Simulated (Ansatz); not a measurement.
**GaF (triplet): B2PLYP, RPA-PBE over vertical spin and charge gaps, cc-pVDZ**

Aim: run GaF (triplet) with these functionals over vertical spin and charge gaps, and hold them against the top wave-function level at the same points.

The runs use Ansatz 0.2.0, Gaussian basis; cc-pVDZ, all electrons in the functionals, frozen cores in the correlation of double hybrids and RPA.

Plan: B2PLYP, RPA-PBE, at charge 0, triplet; charge 0, singlet; charge 0, quintet; charge 1, doublet; charge 1, quartet.

28 further runs of the same task are left out: 12 for a known fault of the program, 6 that didn't finish, 10 set aside as unsound or not needed.

## 1. The system

The geometry is a PBE0/def2-TZVP stationary point (not a proven minimum). No spin-orbit coupling is included. The filled d shell of Ga may be among the frozen orbitals whatever the setting's name suggests; the logs give the count.

2 atoms, charge 0, spin multiplicity 3.

Atoms are counted from 1 here; the program's logs count them from 0.

Bond lengths: F1–Ga2 1.764 Å.

Geometry (Å):

```xyz
2
FGa
F     0.0000    0.0000    0.0000
Ga    0.0000    0.0000    1.7637
```

No dispersion term is added.

The geometry shown and the zero of energy belong to the point charge 0, triplet. The yardstick, UCCSD(T), and other wave-function levels (R restricted, U unrestricted, valence and pair active spaces) come from earlier runs.

## 2. B2PLYP, charge 0, triplet

in.yaml

```yaml
crystal:
  periodic: [false, false, false]
  atoms:
    - {symbol: F, position_ang: [0.000000, 0.000000, 0.000000]}
    - {symbol: Ga, position_ang: [0.000000, 0.000000, 1.763700]}
basis:
  gaussian: {orbitals: cc-pVDZ}
magnetization: {spin_polarized: true, initial_magnetization: 2}
hamiltonian: {xc: {name: B2PLYP}}
correlation: {electrons: outside_noble_gas}
```

Run with:

```console
> ansatz run in.yaml --threads 1 --pin off --events-out ev --progress --plain --max-ram 2393MiB
```

The program printed:

```text
Functional definition: B2PLYP
  name "B2PLYP"
  cite "Grimme, J. Chem. Phys. 124, 034108 (2006) doi:10.1063/1.2148954"
  cite "Becke, Phys. Rev. A 38, 3098 (1988) doi:10.1103/PhysRevA.38.3098"
  cite "Lee, Yang & Parr, Phys. Rev. B 37, 785 (1988) doi:10.1103/PhysRevB.37.785"
  parameter a = 0.53
  parameter c = 0.27
  exchange = (1 - a)*b88_x + a*exact_x
  correlation = (1 - c)*lyp_c + c*(mp2_os + mp2_ss)
458 factors; integrals over basis functions are off by at most 9.0e-4 eV
mean field evaluation 1: about -55074.5813 eV, gradient 2.1e1 eV
mean field evaluation 2: about -55074.5932 eV, gradient 2.0e1 eV
mean field evaluation 4: about -55076.3646 eV, gradient 1.6e0 eV
mean field evaluation 8: about -55076.4062 eV, gradient 3.3e-1 eV
mean field evaluation 16: about -55076.4084 eV, gradient 1.8e-4 eV
mean field -55076.40835596 eV, -2024.0206749510 hartree, gradient 5.9e-6 eV, S^2 2.004054; 0 other end points of the search recorded, 0 dependent functions left out
15 core orbitals not correlated, not the lowest: weight in the atoms' cores, before any rotation towards them, 0.965 or more for the frozen orbitals, at most 0.045 for the correlated occupied ones
reference -55076.40846454 eV, -2024.0206789412 hartree; 6, 4 occupied and 20, 22 virtual orbitals, 458 factors
second order -7.26117138 eV of doubles, -0.00000000 eV of singles
Total energy: -55078.36898081 eV, -2024.0927265854 hartree
```

Wall time 7.5 s (1 thread of Intel Xeon at 2.50GHz, shared host).

From the report: ⟨S²⟩ of the determinant 2.004 (pure triplet: 2.00).

## 3. B2PLYP, charge 0, singlet

in.yaml, as its differences from that of step 2:

```diff
@@ -7,3 +7,2 @@
   gaussian: {orbitals: cc-pVDZ}
-magnetization: {spin_polarized: true, initial_magnetization: 2}
 hamiltonian: {xc: {name: B2PLYP}}
```

Same command.

The program printed, cut to the lines that bear on the results:

```text
Functional definition: B2PLYP
  name "B2PLYP"
  cite "Grimme, J. Chem. Phys. 124, 034108 (2006) doi:10.1063/1.2148954"
  cite "Becke, Phys. Rev. A 38, 3098 (1988) doi:10.1103/PhysRevA.38.3098"
  cite "Lee, Yang & Parr, Phys. Rev. B 37, 785 (1988) doi:10.1103/PhysRevB.37.785"
[...]
458 factors; integrals over basis functions are off by at most 9.0e-4 eV
[...]
mean field -55080.19012836 eV, -2024.1596525234 hartree, gradient 2.3e-6 eV, S^2 0.000000; 0 other end points of the search recorded, 0 dependent functions left out
15 core orbitals not correlated, not the lowest: weight in the atoms' cores, before any rotation towards them, 0.957 or more for the frozen orbitals, at most 0.037 for the correlated occupied ones
reference -55080.19023560 eV, -2024.1596564645 hartree; 5, 5 occupied and 21, 21 virtual orbitals, 458 factors
second order -7.89009323 eV of doubles, -0.00000000 eV of singles
Total energy: -55082.32056077 eV, -2024.2379444706 hartree
```

Wall time 8.1 s (1 thread of Intel Xeon at 2.50GHz, shared host).

From charge 0, triplet: -381.3 kJ/mol.

## 4. B2PLYP, charge 0, quintet

in.yaml, as its differences from that of step 3:

```diff
@@ -7,2 +7,3 @@
   gaussian: {orbitals: cc-pVDZ}
+magnetization: {spin_polarized: true, initial_magnetization: 4}
 hamiltonian: {xc: {name: B2PLYP}}
```

The command is unchanged.

The program printed, cut to the lines that bear on the results:

```text
Functional definition: B2PLYP
  name "B2PLYP"
  cite "Grimme, J. Chem. Phys. 124, 034108 (2006) doi:10.1063/1.2148954"
  cite "Becke, Phys. Rev. A 38, 3098 (1988) doi:10.1103/PhysRevA.38.3098"
  cite "Lee, Yang & Parr, Phys. Rev. B 37, 785 (1988) doi:10.1103/PhysRevB.37.785"
[...]
458 factors; integrals over basis functions are off by at most 9.0e-4 eV
[...]
mean field -55069.57285799 eV, -2023.7694750340 hartree, gradient 2.3e-6 eV, S^2 6.003074; 2 other end points of the search recorded, 0 dependent functions left out
15 core orbitals not correlated, not the lowest: weight in the atoms' cores, before any rotation towards them, 0.956 or more for the frozen orbitals, at most 0.031 for the correlated occupied ones
reference -55069.57296257 eV, -2023.7694788773 hartree; 7, 3 occupied and 19, 23 virtual orbitals, 458 factors
second order -4.89232472 eV of doubles, -0.00000000 eV of singles
Total energy: -55070.89389025 eV, -2023.8180220739 hartree
```

Wall time 9.5 s (1 thread of Intel Xeon at 2.50GHz, shared host).

From the report: ⟨S²⟩ of the determinant 6.003 (pure quintet: 6.00).

From charge 0, triplet: +721.2 kJ/mol.

## 5. B2PLYP, charge 1, doublet

in.yaml, as its differences from that of step 4:

```diff
@@ -7,3 +7,4 @@
   gaussian: {orbitals: cc-pVDZ}
-magnetization: {spin_polarized: true, initial_magnetization: 4}
+total_charge: 1
+magnetization: {spin_polarized: true, initial_magnetization: 1}
 hamiltonian: {xc: {name: B2PLYP}}
```

Launched as before.

The program printed, cut to the lines that bear on the results:

```text
Functional definition: B2PLYP
  name "B2PLYP"
  cite "Grimme, J. Chem. Phys. 124, 034108 (2006) doi:10.1063/1.2148954"
  cite "Becke, Phys. Rev. A 38, 3098 (1988) doi:10.1103/PhysRevA.38.3098"
  cite "Lee, Yang & Parr, Phys. Rev. B 37, 785 (1988) doi:10.1103/PhysRevB.37.785"
[...]
458 factors; integrals over basis functions are off by at most 9.0e-4 eV
[...]
mean field -55070.07703450 eV, -2023.7880031789 hartree, gradient 2.2e-6 eV, S^2 0.760118; 0 other end points of the search recorded, 0 dependent functions left out
15 core orbitals not correlated, not the lowest: weight in the atoms' cores, before any rotation towards them, 0.931 or more for the frozen orbitals, at most 0.065 for the correlated occupied ones
reference -55070.07713963 eV, -2023.7880070423 hartree; 5, 4 occupied and 21, 22 virtual orbitals, 458 factors
second order -7.44684730 eV of doubles, -0.00000000 eV of singles
Total energy: -55072.08778840 eV, -2023.8618970218 hartree
```

Wall time 12 s (1 thread of Intel Xeon at 2.50GHz, shared host).

From the report: ⟨S²⟩ of the determinant 0.760 (pure doublet: 0.75).

From charge 0, triplet: +606.0 kJ/mol.

## 6. B2PLYP, charge 1, quartet

in.yaml, as its differences from that of step 5:

```diff
@@ -8,3 +8,3 @@
 total_charge: 1
-magnetization: {spin_polarized: true, initial_magnetization: 1}
+magnetization: {spin_polarized: true, initial_magnetization: 3}
 hamiltonian: {xc: {name: B2PLYP}}
```

The command is unchanged.

The program printed, cut to the lines that bear on the results:

```text
Functional definition: B2PLYP
  name "B2PLYP"
  cite "Grimme, J. Chem. Phys. 124, 034108 (2006) doi:10.1063/1.2148954"
  cite "Becke, Phys. Rev. A 38, 3098 (1988) doi:10.1103/PhysRevA.38.3098"
  cite "Lee, Yang & Parr, Phys. Rev. B 37, 785 (1988) doi:10.1103/PhysRevB.37.785"
[...]
458 factors; integrals over basis functions are off by at most 9.0e-4 eV
[...]
mean field -55063.23721389 eV, -2023.5366444077 hartree, gradient 8.3e-6 eV, S^2 3.752876; 4 other end points of the search recorded, 0 dependent functions left out
15 core orbitals not correlated, not the lowest: weight in the atoms' cores, before any rotation towards them, 0.968 or more for the frozen orbitals, at most 0.025 for the correlated occupied ones
reference -55063.23732536 eV, -2023.5366485041 hartree; 6, 3 occupied and 20, 23 virtual orbitals, 458 factors
second order -4.78320081 eV of doubles, -0.00000000 eV of singles
Total energy: -55064.52878958 eV, -2023.5841089387 hartree
```

Wall time 13 s (1 thread of Intel Xeon at 2.50GHz, shared host).

From the report: ⟨S²⟩ of the determinant 3.753 (pure quartet: 3.75).

From charge 0, triplet: +1335.4 kJ/mol.

## 7. RPA-PBE, charge 0, triplet

in.yaml

```yaml
crystal:
  periodic: [false, false, false]
  atoms:
    - {symbol: F, position_ang: [0.000000, 0.000000, 0.000000]}
    - {symbol: Ga, position_ang: [0.000000, 0.000000, 1.763700]}
basis:
  gaussian: {orbitals: cc-pVDZ}
magnetization: {spin_polarized: true, initial_magnetization: 2}
hamiltonian: {xc: {name: PBE}}
correlation: {method: rpa, electrons: outside_noble_gas}
```

Launched as before.

The program printed, cut to the lines that bear on the results:

```text
Functional definition: PBE
  name "PBE"
  cite "Perdew, Burke & Ernzerhof, Phys. Rev. Lett. 77, 3865 (1996) doi:10.1103/PhysRevLett.77.3865"
  parent pbe
[...]
458 factors; integrals over basis functions are off by at most 9.0e-4 eV
[...]
mean field -55081.00293663 eV, -2024.1895226764 hartree, gradient 2.9e-6 eV, S^2 2.001674; 7 other end points of the search recorded, 0 dependent functions left out
15 core orbitals not correlated, not the lowest: weight in the atoms' cores, before any rotation towards them, 0.971 or more for the frozen orbitals, at most 0.037 for the correlated occupied ones
reference -55036.82600086 eV, -2022.5660502310 hartree; 6, 4 occupied and 20, 22 virtual orbitals, 458 factors
Total energy: -55046.33525065 eV, -2022.9155087152 hartree
```

Wall time 24 s (1 thread of Intel Xeon at 2.50GHz, shared host).

From the report: ⟨S²⟩ of the determinant 2.002 (pure triplet: 2.00).

## 8. RPA-PBE, charge 0, singlet

in.yaml, as its differences from that of step 7:

```diff
@@ -7,3 +7,2 @@
   gaussian: {orbitals: cc-pVDZ}
-magnetization: {spin_polarized: true, initial_magnetization: 2}
 hamiltonian: {xc: {name: PBE}}
```

Same command.

The program printed, cut to the lines that bear on the results:

```text
Functional definition: PBE
  name "PBE"
  cite "Perdew, Burke & Ernzerhof, Phys. Rev. Lett. 77, 3865 (1996) doi:10.1103/PhysRevLett.77.3865"
  parent pbe
[...]
458 factors; integrals over basis functions are off by at most 9.0e-4 eV
[...]
mean field -55084.98650456 eV, -2024.3359160977 hartree, gradient 1.9e-6 eV, S^2 0.000000; 0 other end points of the search recorded, 0 dependent functions left out
15 core orbitals not correlated, not the lowest: weight in the atoms' cores, before any rotation towards them, 0.958 or more for the frozen orbitals, at most 0.033 for the correlated occupied ones
reference -55039.96568274 eV, -2022.6814314120 hartree; 5, 5 occupied and 21, 21 virtual orbitals, 458 factors
Total energy: -55049.96119219 eV, -2023.0487596091 hartree
```

Wall time 5.5 s (1 thread of Intel Xeon at 2.50GHz, shared host).

From charge 0, triplet: -349.9 kJ/mol.

## 9. RPA-PBE, charge 0, quintet

in.yaml, as its differences from that of step 8:

```diff
@@ -7,2 +7,3 @@
   gaussian: {orbitals: cc-pVDZ}
+magnetization: {spin_polarized: true, initial_magnetization: 4}
 hamiltonian: {xc: {name: PBE}}
```

The command is unchanged.

The program printed, cut to the lines that bear on the results:

```text
Functional definition: PBE
  name "PBE"
  cite "Perdew, Burke & Ernzerhof, Phys. Rev. Lett. 77, 3865 (1996) doi:10.1103/PhysRevLett.77.3865"
  parent pbe
[...]
458 factors; integrals over basis functions are off by at most 9.0e-4 eV
[...]
mean field -55073.23365768 eV, -2023.9040069414 hartree, gradient 2.9e-7 eV, S^2 6.001954; 7 other end points of the search recorded, 0 dependent functions left out
15 core orbitals not correlated, not the lowest: weight in the atoms' cores, before any rotation towards them, 0.934 or more for the frozen orbitals, at most 0.051 for the correlated occupied ones
reference -55031.61166151 eV, -2022.3744267945 hartree; 7, 3 occupied and 19, 23 virtual orbitals, 458 factors
Total energy: -55039.32126698 eV, -2022.6577495698 hartree
```

It took 13 s on 1 thread of Intel Xeon at 2.50GHz, shared host.

From the report: ⟨S²⟩ of the determinant 6.002 (pure quintet: 6.00).

From charge 0, triplet: +676.7 kJ/mol.

## 10. RPA-PBE, charge 1, doublet

in.yaml, as its differences from that of step 9:

```diff
@@ -7,3 +7,4 @@
   gaussian: {orbitals: cc-pVDZ}
-magnetization: {spin_polarized: true, initial_magnetization: 4}
+total_charge: 1
+magnetization: {spin_polarized: true, initial_magnetization: 1}
 hamiltonian: {xc: {name: PBE}}
```

Same command.

The program printed, cut to the lines that bear on the results:

```text
Functional definition: PBE
  name "PBE"
  cite "Perdew, Burke & Ernzerhof, Phys. Rev. Lett. 77, 3865 (1996) doi:10.1103/PhysRevLett.77.3865"
  parent pbe
[...]
458 factors; integrals over basis functions are off by at most 9.0e-4 eV
[...]
mean field -55074.66501097 eV, -2023.9566082042 hartree, gradient 2.4e-6 eV, S^2 0.751992; 0 other end points of the search recorded, 0 dependent functions left out
15 core orbitals not correlated, not the lowest: weight in the atoms' cores, before any rotation towards them, 0.944 or more for the frozen orbitals, at most 0.050 for the correlated occupied ones
reference -55030.50752511 eV, -2022.3338505299 hartree; 5, 4 occupied and 21, 22 virtual orbitals, 458 factors
Total energy: -55039.93947000 eV, -2022.6804681117 hartree
```

Wall time 10 s (1 thread of Intel Xeon at 2.50GHz, shared host).

From the report: ⟨S²⟩ of the determinant 0.752 (pure doublet: 0.75).

From charge 0, triplet: +617.1 kJ/mol.

## 11. RPA-PBE, charge 1, quartet

in.yaml, as its differences from that of step 10:

```diff
@@ -8,3 +8,3 @@
 total_charge: 1
-magnetization: {spin_polarized: true, initial_magnetization: 1}
+magnetization: {spin_polarized: true, initial_magnetization: 3}
 hamiltonian: {xc: {name: PBE}}
```

Same command.

The program printed, cut to the lines that bear on the results:

```text
Functional definition: PBE
  name "PBE"
  cite "Perdew, Burke & Ernzerhof, Phys. Rev. Lett. 77, 3865 (1996) doi:10.1103/PhysRevLett.77.3865"
  parent pbe
[...]
458 factors; integrals over basis functions are off by at most 9.0e-4 eV
[...]
mean field -55066.73033422 eV, -2023.6650142120 hartree, gradient 7.2e-7 eV, S^2 3.751676; 15 other end points of the search recorded, 0 dependent functions left out
15 core orbitals not correlated, not the lowest: weight in the atoms' cores, before any rotation towards them, 0.961 or more for the frozen orbitals, at most 0.029 for the correlated occupied ones
reference -55025.30559467 eV, -2022.1426831126 hartree; 6, 3 occupied and 20, 23 virtual orbitals, 458 factors
Total energy: -55032.88800646 eV, -2022.4213316061 hartree
```

It took 32 s on 1 thread of Intel Xeon at 2.50GHz, shared host.

From the report: ⟨S²⟩ of the determinant 3.752 (pure quartet: 3.75).

From charge 0, triplet: +1297.5 kJ/mol.

## 12. Against the wave-function levels

No level is safe as a reference over these points; UCCSD(T) serves as a yardstick only. It comes from earlier runs at the same points. Energies in kJ/mol, counted from charge 0, triplet; blanks weren't run or aren't comparable.

```
   level  triplet to singlet  triplet to quintet  ionisation to the doublet cation  ionisation to the quartet cation
UCCSD(T)              -359.8               681.1                             605.1                            1302.5
  B2PLYP              -381.3               721.2                             606.0                            1335.4
 RPA-PBE              -349.9               676.7                             617.1                            1297.5
```

Largest miss and mean time a point (UCCSD(T) took 38 s a point; shared hosts):

```
  level  largest miss (kJ/mol)                             where  time a point
 B2PLYP                  +40.1                triplet to quintet          10 s
RPA-PBE                  +12.0  ionisation to the doublet cation          17 s
```

## 13. Results

| quantity | value |
| --- | --- |
| triplet to singlet, UCCSD(T) | -359.8 kJ/mol |
| triplet to quintet, UCCSD(T) | 681.1 kJ/mol |
| ionisation to the doublet cation, UCCSD(T) | 605.1 kJ/mol |
| ionisation to the quartet cation, UCCSD(T) | 1302.5 kJ/mol |
| largest miss, B2PLYP | +40.1 kJ/mol (triplet to quintet) |
| largest miss, RPA-PBE | +12.0 kJ/mol (ionisation to the doublet cation) |

In words: Of the functionals, RPA-PBE keep the smallest largest miss at the points compared (at most 12.0 kJ/mol) and B2PLYP strays most (40.1 kJ/mol, at triplet to quintet). Functionals and the yardstick converge differently with the basis, so part of each miss in cc-pVDZ is the basis. The yardstick itself may be off where one determinant is a poor start.
